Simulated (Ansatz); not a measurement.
Runs of Ansatz 0.2.0 on NiMoIrPdW. The structure is trigonal, space group P3m1 (No. 156). Conventional cell: a = 2.770 Å, b = 2.770 Å, c = 21.881 Å, α = 90.00°, β = 90.00°, γ = 120.00°. Around Ni (site symmetry 3m) lie 9 Ni at 2.52 to 2.77 Å and 3 W at 2.57 Å. Ni (site symmetry 3m) has 9 Ni at 2.52 to 2.77 Å and 3 Ir at 2.62 Å as nearest neighbours. Around Mo (site symmetry 3m) lie 3 Ir at 2.76 Å and 6 Mo at 2.77 Å and 3 Pd at 2.80 Å. Mo (site symmetry 3m) has 3 Ir at 2.66 Å and 6 Mo at 2.77 Å and 3 Pd at 2.82 Å as nearest neighbours. Pd (site symmetry 3m) has 6 Pd at 2.77 Å and 3 W at 2.79 Å and 3 Mo at 2.80 Å as nearest neighbours. Around Pd (site symmetry 3m) lie 6 Pd at 2.77 Å and 3 W at 2.80 Å and 3 Mo at 2.82 Å. Ir (site symmetry 3m) has 3 Mo at 2.76 Å and 6 Ir at 2.77 Å and 3 W at 2.77 Å as nearest neighbours. Ir (site symmetry 3m) is surrounded by 3 Ni at 2.62 Å and 3 Mo at 2.66 Å and 6 Ir at 2.77 Å. The cell was built by a generator and needn't be a form met in nature.

```tsv
task	potentials or basis	cell	k mesh	cutoff (eV)	target pressure (GPa)	gap on the mesh (eV)	pressure (GPa)	moment (μB)	largest force (eV/Å)
single point	JTH PAW	as given	11 × 11 × 2	2400	-	none	(a)	0.00	0.17
single point	Ansatz PAW earlier set	as given	11 × 11 × 2	1080	-	none	0.0	0.00	0.14
relaxation of cell and atoms	Ansatz PAW	relaxed to 2 GPa	8 × 8 × 1	420	2	none	2.0	0.00	0.01
relaxation of cell and atoms	Ansatz PAW	relaxed to 5 GPa	8 × 8 × 1	420	5	none	5.0	0.00	-
```

Alike in all rows: level PBE; spin collinear, ferromagnetic start; smearing fermi-dirac 0.05 eV.

Problem. Estimate the missing entries.

Solution. (a) 0.2.

Caveats: the starting moments weren't kept; the plane-wave basis is chosen anew once the cell has moved, so the energies of steps on either side of that aren't comparable (some runs).

A k mesh can miss the band edges, and the runs leave out spin-orbit coupling on Ir, Mo, Pd, W.

A gap of «none» marks a metal or a gap under the smearing width.

The runs don't all hold the same shells in valence.
